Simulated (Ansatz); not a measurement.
Ti3Sn, space group Pm-3m: a test of the smearing width, run with Ansatz 0.2.0 through its Python package.

The script, `run_smear.py`:
```python
# -*- coding: utf-8 -*-
"""How the energy of Ti3Sn depends on the smearing."""

import csv

import ansatz as az
from ase import Atoms

K_LENGTH = 20
FUNCTIONAL = "r2SCAN"

atoms = Atoms(
    ["Ti", "Ti", "Ti", "Sn"],
    scaled_positions=[
        (0.5, 0.5, 0.0),
        (0.5, 0.0, 0.5),
        (0.0, 0.5, 0.5),
        (0.0, 0.0, 0.0),
    ],
    cell=[
        (4.156929, 0.0, 0.0),
        (0.0, 4.156929, 0.0),
        (0.0, 0.0, 4.156929),
    ],
    pbc=True,
)
structure = az.Crystal.from_ase(atoms)

job = structure.calculation()
job = job.kpoints(length=K_LENGTH).functional(FUNCTIONAL)
job = job.stress()

rows = []
for value in [0.5, 0.3, 0.2, 0.1]:
    report = job.occupations("cold", width=value).run(threads=1, pin="off").report
    rows.append((value, report["free_energy_ev"] / len(report["lattice"]["sites"]), report["n_iterations"], sum(report["stress_gpa"][i][i] for i in range(3)) / 3, report["n_kpoints"]))

with open("smear.csv", "w", newline="") as handle:
    writer = csv.writer(handle)
    writer.writerow(["width (eV)", "F/atom (eV)", "iterations", "P (GPa)", "k-points"])
    writer.writerows([round(v, 5) if isinstance(v, float) else v for v in row] for row in rows)

# the last row is the reference
for row in rows[:-1]:
    shift = 1000 * (row[1] - rows[-1][1])
    print(f"{row[0]}: {shift:+.2f} meV/atom" + ("  (within 2 meV)" if abs(shift) < 2 else ""))
```

How much does the free energy per atom change between the narrowest and the widest smearing, and why?

Going from 0.1 to 0.5 eV changes F by -4.7 meV an atom. This scheme is built to cancel the term in the square of the width, so the shifts stay small and are partly the mesh's error. The pressure moves from -0.13 to -0.37 GPa.

The output:

```console
$ python run_smear.py
DeckWarning: basis.ecutwfc = 500 eV, auto-derived from the records' recommended cutoffs: set by Ti (their level for a meta-GGA)
0.5: -4.70 meV/atom
0.3: -7.20 meV/atom
0.2: -3.88 meV/atom
```
(Warnings from the package without file and line.)

`smear.csv`, as written:
```csv
width (eV),F/atom (eV),iterations,P (GPa),k-points
0.5,-3388.23106,7,-0.37236,10
0.3,-3388.23356,7,-0.22461,10
0.2,-3388.23024,7,-0.12287,10
0.1,-3388.22636,7,-0.1321,10
```

Notes:
- For a metal this k-point mesh is coarse: on a finer one energies can move by several to tens of meV an atom and pressures by half a GPa or more, differences at one mesh by less.
- The narrowest width needs the finest mesh, so the last row is no converged reference.
- Pressure is positive in compression.
- This cell is a computed structure, which may not be the phase found in nature.
- Hardware and time: 9.8 s on 1 thread of Intel(R) Xeon(R) Platinum 8488C (Sapphire Rapids), on a shared host, peak memory 0.58 GiB.
